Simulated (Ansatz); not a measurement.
**GeH3+ (singlet): wave-function methods side by side, cc-pVDZ**

An exercise on one series of results from a longer session: the logs are not shown, and one member is left open.

Program: Ansatz 0.2.0, Gaussian basis. Level of theory: cc-pVDZ, core rule «outside noble gas», up to 14 orbitals frozen. These are calculated values, not measurements.

The runs, in order: UHF; CCSD(T) on RHF; BCCD(T) on RHF; CISD; CCSDT(Q) on RHF; CCSDTQ on RHF; Full CI.

23 further runs of the same task are left out: 2 for a known fault of the program, 10 that didn't finish, 11 set aside as unsound or not needed.

### The system

The geometry is a PBE0/def2-TZVP stationary point (not a proven minimum) of the parent state, kept for this charge and spin. No spin-orbit coupling is included. The filled d shell of Ge may be among the frozen orbitals whatever the setting's name suggests; the logs give the count.

4 atoms, charge 1, spin multiplicity 1.

Atoms are counted from 1 here; the program's logs count them from 0.

Bond lengths: Ge1–H2 1.539 Å, Ge1–H3 1.539 Å, Ge1–H4 1.539 Å. Angles: H2–Ge1–H3 111.2°, H2–Ge1–H4 111.2°, H3–Ge1–H4 111.2°.

Set-up of the first run:

Input file in.yaml:

```yaml
crystal:
  periodic: [false, false, false]
  atoms:
    - {symbol: Ge, position_ang: [0.000034, -0.000003, -0.018730]}
    - {symbol: H, position_ang: [1.465006, 0.016889, 0.452573]}
    - {symbol: H, position_ang: [-0.748285, 1.261093, 0.448403]}
    - {symbol: H, position_ang: [-0.719150, -1.277779, 0.448837]}
basis:
  gaussian: {orbitals: cc-pVDZ}
total_charge: 1
magnetization: {spin_polarized: true, initial_magnetization: 0}
hamiltonian: {xc: hf}
output: {orbitals: {seedname: orbitals}}
```

Launch:

```bash
> ansatz run in.yaml --threads 1 --pin off --events-out ev --progress --plain --max-ram 2393MiB
```

Among the steps run: UHF; CCSD(T) on RHF; BCCD(T) on RHF; CISD; CCSDT(Q) on RHF; CCSDTQ on RHF; Full CI.

One table of the session follows, with a row left open; its other results are not shown here.

| method | from FCI (meV) |
| --- | --- |
| RHF | +3011.7 |
| RMP2 | +750.5 |
| CISD | +165.5 |
| RCCSD | +62.1 |
| RCCSD(T) | +15.2 |
| BCCD(T) | +15.1 |
| RCCSDT | ? |
| RCCSDT(Q) | +0.2 |
| RCCSDTQ | -0.1 |
| FCI | 0 |

Estimate the missing values for RCCSDT.

The run gave: from FCI (meV): +1.2. In the column «from FCI (meV)» it lies between RCCSDT(Q) (+0.2) and BCCD(T) (+15.1).
